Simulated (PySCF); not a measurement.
**CH5Ga (SMILES [CH3][GaH2]) at 6 levels**

Wanted: a comparison of 6 runs (HF/3-21G, BHLYP/def2-SVPD, CAM-B3LYP/def2-SVPD, PBE0/def2-SVPD, revPBE/def2-SVPD, CCSD(T)/def2-SVPD) of CH5Ga. Input form: a Python script.

Program for the calculation: PySCF 2.14.0.

2 further runs of the same task are left out: 2 set aside as unsound or not needed.

## 1. The molecule

CH5Ga has 7 atoms, charge 0, and is taken as a singlet. SMILES: `[CH3][GaH2]`. The coordinates come from a PBE0-D4/def2-TZVP relaxation.

Bond lengths: C1–Ga2 1.966 Å, C1–H3 1.096 Å, C1–H4 1.090 Å, C1–H5 1.092 Å, Ga2–H6 1.575 Å, Ga2–H7 1.574 Å. Angles: C1–Ga2–H6 120.1°, C1–Ga2–H7 121.1°, Ga2–C1–H3 108.8°, Ga2–C1–H4 112.4°, Ga2–C1–H5 111.3°, H6–Ga2–H7 118.8°, H3–C1–H4 107.8°, H3–C1–H5 107.0°, H4–C1–H5 109.3°.

## 2. A single-point energy at HF/3-21G (run 1)

Contents of run.py:

```python
from pyscf import gto, scf

system = gto.Mole()
system.atom = '''
C       -0.632400      -0.456000      -0.459400
Ga       0.757000       0.507000       0.544700
H       -1.177800       0.260300      -1.083600
H       -0.216500      -1.221000      -1.115900
H       -1.362100      -0.913700       0.211700
H        0.374300       1.328300       1.832400
H        2.257500       0.495000       0.070100
'''
system.max_memory = 1860
system.spin = 0
system.basis = '3-21g'
system.verbose = 3
system.build()

calc0 = scf.RHF(system)
calc0.conv_tol = 1e-10
calc0.kernel()
if not calc0.converged:
    calc0 = calc0.newton().run(calc0.mo_coeff, calc0.mo_occ)

e_final = calc0.e_tot
print(f'total energy: {e_final:.8f} hartree')
```

The run is started by

```
$ OMP_NUM_THREADS=1 python run.py
```

Standard output:

```text
converged SCF energy = -1954.37053731302
total energy: -1954.37053731 hartree
```

It took 0.7 s on 1 thread of Arm Neoverse V1, shared host; peak memory 0.1 GiB.

## 3. A single-point energy at BHLYP/def2-SVPD (run 2)

Contents of job.py:

```python
# [CH3][GaH2]
from pyscf import gto, dft

system = gto.M(
    atom=[
    ('C', (-0.632400, -0.456000, -0.459400)),
    ('Ga', (0.757000, 0.507000, 0.544700)),
    ('H', (-1.177800, 0.260300, -1.083600)),
    ('H', (-0.216500, -1.221000, -1.115900)),
    ('H', (-1.362100, -0.913700, 0.211700)),
    ('H', (0.374300, 1.328300, 1.832400)),
    ('H', (2.257500, 0.495000, 0.070100)),
],
    charge=0,
    verbose=3,
    max_memory=1860,
    basis='def2-svpd',
)

mf = dft.RKS(system, xc='bhandhlyp')
mf.conv_tol = 1e-10
mf.grids.level = 5
mf.kernel()
if not mf.converged:
    mf = mf.newton().run(mf.mo_coeff, mf.mo_occ)

e_tot = mf.e_tot
print('E = %.10f Eh' % e_tot)
```

The run is started by

```
$ OMP_NUM_THREADS=1 python job.py
```

Standard output:

```text
converged SCF energy = -1965.61477459168
E = -1965.6147745917 Eh
```

Wall time 15 s (1 thread of Arm Neoverse V1, shared host); peak memory 0.5 GiB.

Runs 3 to 5 aren't shown in full; the table further down has their settings and results.

## 4. A single-point energy at CCSD(T)/def2-SVPD (run 6)

Contents of input.py:

```python
from pyscf import gto, cc

system = gto.M(
    atom='''
C   -0.632400  -0.456000  -0.459400
Ga   0.757000   0.507000   0.544700
H   -1.177800   0.260300  -1.083600
H   -0.216500  -1.221000  -1.115900
H   -1.362100  -0.913700   0.211700
H    0.374300   1.328300   1.832400
H    2.257500   0.495000   0.070100
''',
    max_memory=1860,
    verbose=4,
    spin=0,
    charge=0,
    basis='def2-svpd',
)

mf = system.RHF()
mf.conv_tol = 1e-10
mf.kernel()
if not mf.converged:
    mf = mf.newton().run(mf.mo_coeff, mf.mo_occ)

mycc = cc.CCSD(mf, frozen=10)
mycc.kernel()
e_t = mycc.ccsd_t()
etot = mycc.e_tot + e_t
print('E = %.10f Eh' % etot)
```

The run is started by

```
$ OMP_NUM_THREADS=1 python input.py
```

Standard output:

```text
PySCF version 2.14.0

[... 59 lines left out ...]
converged SCF energy = -1963.73171886676
[... 12 lines left out ...]
Init t2, MP2 energy = -1964.11458317607  E_corr(MP2) -0.382864309308293
[... 11 lines left out ...]
CCSD converged
[... 2 lines left out ...]
E = -1964.1471593876 Eh
```

Wall time 39 s (1 thread of Arm Neoverse V1, shared host); peak memory 0.57 GiB.

## 5. The series

| run | level | integration grid | frozen core orbitals | energy (Eh) | dipole moment (D) of the reference | HOMO energy (eV) | LUMO energy (eV) | wall time |
| --- | --- | --- | --- | --- | --- | --- | --- | --- |
| 1 | HF/3-21G | – | – | -1954.370537 | 0.55 | -10.81 | 1.35 | 0.7 s |
| 2 | BHLYP/def2-SVPD | 5 | – | -1965.614775 | 0.65 | -9.19 | -0.65 | 15 s |
| 3 | CAM-B3LYP/def2-SVPD | 5 | – | -1965.760076 | 0.66 | -9.42 | -0.52 | 23 s |
| 4 | PBE0/def2-SVPD | 5 | – | -1965.363056 | 0.69 | -8.06 | -1.39 | 15 s |
| 5 | revPBE/def2-SVPD | 5 | – | -1965.517080 | 0.74 | -6.80 | -2.11 | 16 s |
| 6 | CCSD(T)/def2-SVPD | – | 10 | -1964.147159 | 0.63 | -10.99 | 1.39 | 39 s |

## 6. What came out

| quantity | value |
| --- | --- |
| run 6: total energy | -1964.14716 Eh |
| run 6: dipole moment (Hartree–Fock density) | 0.63 D |
| run 6: HOMO energy (Hartree–Fock orbitals) | -10.99 eV |
| run 6: LUMO energy (Hartree–Fock orbitals) | 1.39 eV |
| run 6: HOMO–LUMO gap (Hartree–Fock orbitals) | 12.37 eV |
| run 6: correlation energy (10 core orbitals frozen) | -415.4 mEh |
| run 6: (T) correction | -12.54 mEh |
| run 6: T1 diagnostic | 0.011 |

Over runs 1, 2, 3, 4, 5 the dipole moment (its size) runs from 0.55 D (HF/3-21G) to 0.74 D (revPBE/def2-SVPD). The two ends differ in method and basis. Over runs 1, 2, 3, 4, 5 the HOMO–LUMO gap runs from 4.69 eV (revPBE/def2-SVPD) to 12.16 eV (HF/3-21G). Totals of different functionals can't be ranked against each other. All runs together took 1.8 min, the longest 39 s.
